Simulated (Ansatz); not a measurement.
# C₄H₉LiN₂: basis-set convergence

One table from this session's results is given with a row withheld; the runs are named, their logs left out.

Computed with Ansatz 0.2.0, Gaussian basis. Level: one geometry, several basis sets.

Plan: PBE0-D4/def2-SVP; ωB97M-V/def2-SVP; PBE0-D4/def2-QZVPP; ωB97M-V/def2-QZVPP; the functionals' def2-TZVPP values are taken from earlier runs.

## The relaxed structure

All runs share one geometry, relaxed beforehand with PBE0-D4 in a triple-zeta def2 set.

16 atoms, charge 0, spin multiplicity 1.

Atoms are counted from 1 here; the program's logs count them from 0.

Bond lengths: C1–C2 1.506 Å, C1–H8 1.093 Å, C1–H9 1.087 Å, C1–H10 1.093 Å, C2–N3 1.329 Å, C2–Li5 2.189 Å, C2–N6 1.327 Å, N3–C4 1.432 Å, N3–Li5 1.869 Å, C4–H11 1.092 Å, C4–H12 1.102 Å, C4–H13 1.102 Å, Li5–N6 1.872 Å, N6–C7 1.433 Å, C7–H14 1.101 Å, C7–H15 1.101 Å, C7–H16 1.093 Å. Angles: C2–C1–H8 110.0°, C2–C1–H9 112.6°, C2–C1–H10 110.1°, H8–C1–H9 108.6°, H8–C1–H10 106.7°, H9–C1–H10 108.6°, C1–C2–N3 120.5°, C1–C2–Li5 178.7°, C1–C2–N6 123.0°, N3–C2–Li5 58.2°, N3–C2–N6 116.5°, Li5–C2–N6 58.3°, C2–N3–C4 119.9°, C2–N3–Li5 84.6°, C4–N3–Li5 155.5°, N3–C4–H11 109.3°, N3–C4–H12 113.6°, N3–C4–H13 113.6° and more.

Set-up of the first run:

The input, in.yaml:

```yaml
crystal:
  periodic: [false, false, false]
  atoms:
    - {symbol: C, position_ang: [0.265632, -0.360667, 1.147907]}
    - {symbol: C, position_ang: [-0.064313, 0.082978, -0.252763]}
    - {symbol: N, position_ang: [0.597951, -0.415614, -1.291855]}
    - {symbol: C, position_ang: [1.633938, -1.381039, -1.080205]}
    - {symbol: Li, position_ang: [-0.510631, 0.694997, -2.307047]}
    - {symbol: N, position_ang: [-1.010813, 0.972811, -0.524691]}
    - {symbol: C, position_ang: [-1.784620, 1.570488, 0.523227]}
    - {symbol: H, position_ang: [0.121018, -1.440076, 1.242587]}
    - {symbol: H, position_ang: [-0.342712, 0.137745, 1.898779]}
    - {symbol: H, position_ang: [1.318713, -0.164544, 1.365122]}
    - {symbol: H, position_ang: [2.057112, -1.674504, -2.043526]}
    - {symbol: H, position_ang: [1.283613, -2.305860, -0.595023]}
    - {symbol: H, position_ang: [2.470566, -1.004533, -0.470473]}
    - {symbol: H, position_ang: [-2.372103, 0.846164, 1.107973]}
    - {symbol: H, position_ang: [-1.184539, 2.151137, 1.240476]}
    - {symbol: H, position_ang: [-2.501709, 2.267918, 0.083812]}
basis:
  gaussian: {orbitals: def2-SVP}
hamiltonian: {xc: pbe0, dispersion: d4}
output: {orbitals: {seedname: orbitals}}
```

Started as:

```bash
$ ansatz run in.yaml --threads 4 --pin off --events-out ev --progress --plain --max-ram 11315MiB
```

Among the steps run: PBE0-D4 in def2-SVP; ωB97M-V in def2-SVP; PBE0-D4 in def2-QZVPP; ωB97M-V in def2-QZVPP.

One of the session's tables, all rows but one given; the rest of the session is left out.

It belongs to the step «Functionals by basis». 

```
functional       basis  HOMO (eV)
   PBE0-D4    def2-SVP      -4.66
   PBE0-D4  def2-TZVPP      -4.84
   PBE0-D4  def2-QZVPP      -4.87
   ωB97M-V    def2-SVP      -6.85
   ωB97M-V  def2-TZVPP          ?
   ωB97M-V  def2-QZVPP      -7.05
```

Q: Estimate the row for ωB97M-V, def2-TZVPP from the others.

The run gave: HOMO (eV): -7.03. In the column «HOMO (eV)» it lies between ωB97M-V, def2-QZVPP (-7.05) and ωB97M-V, def2-SVP (-6.85).
